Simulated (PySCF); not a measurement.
**[CoS2]+: structure of the quintet**

The task is one start of a wider search on [CoS2]+: the quintet, from a end-on start. It is relaxed, tested by its Hessian and followed downhill if it is a saddle.

The runs use PySCF 2.14.0; PBE0, basis Co def2-SVP, S def2-SVP, no relativity, density fitting.

## (1) The starting structure

3 atoms, charge 1, spin multiplicity 5.

Bond lengths: Co1–S2 2.204 Å, S2–S3 2.047 Å. Angles: Co1–S2–S3 119.9°.

Z-matrix (Å, degrees; charge 1 multiplicity 5):
```
Co
S  1 2.2042
S  2 2.0470 1 119.89
```

## (2) First SCF at the start

One driver script runs all steps and calls PySCF; scf.py shows how it sets up the SCF of each step. The optimiser is the driver's own. After this first run the driver tries any further starts and a stability analysis.

File scf.py:

```python
from pyscf import gto, scf, dft
mol = gto.M(atom='''
Co     0.000000     0.000000     0.000000
S      0.000000     0.000000     2.204200
S      1.774800     0.000000     3.224200''',
    basis={'Co': 'def2-SVP', 'S': 'def2-SVP'},
    charge=1, spin=4)
mf = dft.UKS(mol, xc='PBE0')
mf.grids.atom_grid = (50, 194)
aux = {'Co': 'def2-universal-JKFIT', 'S': 'def2-universal-JKFIT'}
mf = mf.density_fit(auxbasis=aux)
mf.conv_tol = 1e-08
mf.diis_space = 10
mf.max_cycle = 60
mf.init_guess = 'minao'
mf.verbose = 4
mf.kernel()
```

Started as:

```
> OMP_NUM_THREADS=2 python axn.py task.json out
```

Further steps of the session: Relaxing the quintet from the end-on start; Vibrations and properties at this point.

What does the calculation give? Wanted: minimum; geometry; wavenumbers; dipole moment; highest occupied, lowest empty level; polar-tensor charge of Co1; zero-point energy; ⟨S²⟩.

As calculated:

| quantity | value |
| --- | --- |
| minimum | quintet, C2v |
| geometry | Co–S 2.296 Å (×2), S–S 2.005 Å; Co–S–S 64.1° (×2), S–Co–S 51.8° |
| wavenumbers (cm⁻¹) | 230 (b2), 327 (a1), 610 (a1) |
| dipole moment (centre of mass) | 4.89 D |
| highest occupied, lowest empty level (either spin) | -12.45, -9.32 eV |
| polar-tensor charge of Co1 | +0.91 e |
| zero-point energy | 7.0 kJ/mol |
| entropy at 298.15 K | 299.5 J/(mol K) |
| ⟨S²⟩ | 6.011 |

What this shows: The end-on start (Cs) ends in a minimum of C2v symmetry. In the infrared the band at 327 cm⁻¹ (a1) leads. Most of the spin sits on Co1 (Mulliken spin 2.52, against 4 for the whole molecule). Other starts or spin states, not run here, may lie lower. One determinant may miss the lowest occupation of an open d or f shell.
